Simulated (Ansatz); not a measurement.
# C₄H₂Cl₂Hf: basis-set convergence

One table from this session's results is given with a row withheld; the runs are named, their logs left out.

Computed with Ansatz 0.2.0, Gaussian basis. Level: one geometry, several basis sets.

Plan: PBE0-D4/def2-SVP; ωB97M-V/def2-SVP; PBE0-D4/def2-QZVPP; ωB97M-V/def2-QZVPP; the functionals' def2-TZVPP values are taken from earlier runs.

## The relaxed structure

An earlier PBE0-D4 in a triple-zeta def2 set relaxation fixed the geometry. Hf takes the def2 core potential; no spin-orbit term is included.

9 atoms, charge 0, spin multiplicity 1.

Atoms are counted from 1 here; the program's logs count them from 0.

Bond lengths: C1–C2 1.215 Å, C1–H8 1.068 Å, C2–Hf3 2.157 Å, Hf3–Cl4 2.325 Å, Hf3–Cl5 2.325 Å, Hf3–C6 2.157 Å, C6–C7 1.215 Å, C7–H9 1.068 Å. Angles: C2–C1–H8 180.0°, C1–C2–Hf3 179.3°, C2–Hf3–Cl4 109.2°, C2–Hf3–Cl5 109.2°, C2–Hf3–C6 108.0°, Cl4–Hf3–Cl5 111.9°, Cl4–Hf3–C6 109.2°, Cl5–Hf3–C6 109.2°, Hf3–C6–C7 179.3°, C6–C7–H9 180.0°.

Set-up of the first run:

File in.yaml:

```yaml
crystal:
  periodic: [false, false, false]
  atoms:
    - {symbol: C, position_ang: [1.014385, -2.685741, 0.309638]}
    - {symbol: C, position_ang: [0.635517, -1.634725, -0.168548]}
    - {symbol: Hf, position_ang: [-0.042133, 0.239982, -0.991712]}
    - {symbol: Cl, position_ang: [-1.893879, -0.143443, -2.344778]}
    - {symbol: Cl, position_ang: [1.700849, 1.234352, -2.166539]}
    - {symbol: C, position_ang: [-0.614311, 1.519285, 0.647599]}
    - {symbol: C, position_ang: [-0.933612, 2.228361, 1.581457]}
    - {symbol: H, position_ang: [1.347051, -3.608699, 0.730503]}
    - {symbol: H, position_ang: [-1.213866, 2.850616, 2.402370]}
basis:
  gaussian: {orbitals: def2-SVP}
hamiltonian: {xc: pbe0, dispersion: d4}
output: {orbitals: {seedname: orbitals}}
```

Started as:

```bash
ansatz run in.yaml --threads 4 --pin off --events-out ev --progress --plain --max-ram 11315MiB
```

Steps of the session up to this table: PBE0-D4 in def2-SVP; ωB97M-V in def2-SVP; PBE0-D4 in def2-QZVPP; ωB97M-V in def2-QZVPP.

One table of the session follows, with a row left open; its other results are not shown here.

It belongs to the step «Functionals by basis». 

```
functional       basis  HOMO (eV)  LUMO (eV)
   PBE0-D4    def2-SVP      -8.49      -2.56
   PBE0-D4  def2-TZVPP      -8.48      -2.54
   PBE0-D4  def2-QZVPP      -8.49      -2.57
   ωB97M-V    def2-SVP          ?          ?
   ωB97M-V  def2-TZVPP     -10.68      -0.55
   ωB97M-V  def2-QZVPP     -10.69      -0.59
```

**Question.** Estimate the row for ωB97M-V, def2-SVP.

As computed: HOMO (eV): -10.67; LUMO (eV): -0.55. In the column «HOMO (eV)» it lies between ωB97M-V, def2-TZVPP (-10.68) and PBE0-D4, def2-SVP (-8.49).
